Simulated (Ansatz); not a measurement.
# BiTe: the cost of one run

Method: DFT r2SCAN, scalar-relativistic, plane waves, PAW, in Ansatz 0.2.0.

### Step 1. The starting structure

It takes space group Fm-3m (No. 225, cubic). Conventional cell: a = 6.470 Å, b = 6.470 Å, c = 6.470 Å, α = 90.00°, β = 90.00°, γ = 90.00°. Bi (site symmetry m-3m) is surrounded by 6 Te at 3.23 Å. Te (site symmetry m-3m) has 6 Bi at 3.23 Å in its first shell of neighbours.

Coordinates:

```cif
data_structure
_symmetry_space_group_name_H-M 'P 1'
_symmetry_Int_Tables_number 1
_cell_length_a 4.5750
_cell_length_b 4.5750
_cell_length_c 4.5750
_cell_angle_alpha 60.000
_cell_angle_beta 60.000
_cell_angle_gamma 60.000
_cell_volume 67.71
loop_
_atom_site_label
_atom_site_type_symbol
_atom_site_fract_x
_atom_site_fract_y
_atom_site_fract_z
_atom_site_occupancy
Bi1 Bi 0.00000 0.00000 0.00000 1
Te1 Te 0.50000 0.50000 0.50000 1
```

No relaxation comes first: the listed cell is the starting point.

### Step 2. The reference cell

Reference values: F = -19405.9935 eV; pressure -0.01 GPa; largest force 0.000 eV/Å; gap on the mesh none (metal). It was computed beforehand with the settings of the runs below.

### Step 3. Next: biaxial against axial strain

The cell is strained by p along both x and y and by q along z, with fractional coordinates fixed.

### Step 4. p = -0.030, q = -0.030

input.yaml

```yaml
crystal:
  lattice:
    - [0.0, 3.13795, 3.13795]
    - [3.13795, 0.0, 3.13795]
    - [3.13795, 3.13795, 0.0]
  atoms:
    - { symbol: Bi, position: [0.0, 0.0, 0.0] }
    - { symbol: Te, position: [0.5, 0.5, 0.5] }
basis:
  ecutwfc: 500
kpoints:
  mp_grid: { grid: [14, 14, 14] }
hamiltonian:
  xc: r2scan
scf:
  occupations: { method: gaussian, width: 0.15 }
output:
  forces: true
  stress: true
  eigenvalues: true
```

On the command line:

```console
> ansatz run input.yaml --threads 1 --pin off --max-ram 2560MiB --backend cpu --events-out ev --progress --plain --runs-dir out
```

What time and memory should one allow on 1 thread of Intel Xeon 6975P-C (Granite Rapids), shared host?

About 7.9 s, with a peak of 0.69 GiB.
